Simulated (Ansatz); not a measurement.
# CH₃Ge+ (singlet): the correlation ladder, cc-pVTZ

An exercise on one series of results from a longer session: the logs are not shown, and one member is left open.

Program: Ansatz 0.2.0, Gaussian basis. Level of theory: cc-pVTZ, core rule «outside noble gas», up to 15 orbitals frozen. These are calculated values, not measurements.

The runs, in order: UHF; CCSD(T) on RHF; CCSD(T) on UHF; BCCD(T) on RHF; CCSDT(Q) on RHF; CCSDT(Q) on UHF; CASSCF and NEVPT2, 10 electrons in 11 orbitals.

5 further runs of the same task are left out: 5 set aside as unsound or not needed.

## What is computed

The geometry is a PBE0/def2-TZVP stationary point (not a proven minimum) of the parent state, kept for this charge and spin. No spin-orbit coupling is included. The filled d shell of Ge may be among the frozen orbitals whatever the setting's name suggests; the logs give the count.

5 atoms, charge 1, spin multiplicity 1.

Atoms are counted from 1 here; the program's logs count them from 0.

Bond lengths: Ge1–C2 1.885 Å, Ge1–H3 1.585 Å, C2–H4 1.090 Å, C2–H5 1.087 Å. Angles: C2–Ge1–H3 99.2°, Ge1–C2–H4 120.5°, Ge1–C2–H5 123.1°, H4–C2–H5 113.6°.

The first run:

in.yaml

```yaml
crystal:
  periodic: [false, false, false]
  atoms:
    - {symbol: Ge, position_ang: [-0.010779, 0.032151, 0.310414]}
    - {symbol: C, position_ang: [0.050474, -0.062529, -1.571171]}
    - {symbol: H, position_ang: [0.350811, -1.472587, 0.652420]}
    - {symbol: H, position_ang: [-0.400886, -0.903724, -2.097076]}
    - {symbol: H, position_ang: [0.225451, 0.804390, -2.203997]}
basis:
  gaussian: {orbitals: cc-pVTZ}
total_charge: 1
magnetization: {spin_polarized: true, initial_magnetization: 0}
hamiltonian: {xc: hf}
output: {orbitals: {seedname: orbitals}}
```

The run is started by

```
> ansatz run in.yaml --threads 1 --pin off --events-out ev --progress --plain --max-ram 2816MiB --backend cpu
```

Steps of the session up to this table: UHF; CCSD(T) on RHF; CCSD(T) on UHF; BCCD(T) on RHF; CCSDT(Q) on RHF; CCSDT(Q) on UHF; CASSCF and NEVPT2, 10 electrons in 11 orbitals.

One of the session's tables, all rows but one given; the rest of the session is left out.

| method | from RCCSDT(Q) (meV) |
| --- | --- |
| RHF | +7968.4 |
| UHF | +7113.3 |
| RMP2 | +1638.7 |
| UMP2 | ? |
| RCCSD | +511.7 |
| UCCSD | +430.7 |
| RCCSD(T) | +72.8 |
| UCCSD(T) | +164.9 |
| BCCD(T) | +103.9 |
| RCCSDT | +42.5 |
| UCCSDT | +61.1 |
| RCCSDT(Q) | 0 |
| UCCSDT(Q) | +16.6 |
| CASSCF valence | +4377.1 |
| NEVPT2 valence | +1033.2 |

Q: Estimate the row for UMP2 from the others.

**Answer.** from RCCSDT(Q) (meV): +1341.2. In the column «from RCCSDT(Q) (meV)» it lies between NEVPT2 valence (+1033.2) and RMP2 (+1638.7).

To keep in mind: The determinant is far from a pure spin state, so its energy mixes those of several spin states (harmless only where they are near-degenerate, as at dissociation). Warnings: restricted reference is unstable; spin contamination; large T1 diagnostic. Restricted and unrestricted rows rest on different reference determinants; where their highest levels disagree by more than a few hundredths of an eV, they describe different states and don't form one ladder.
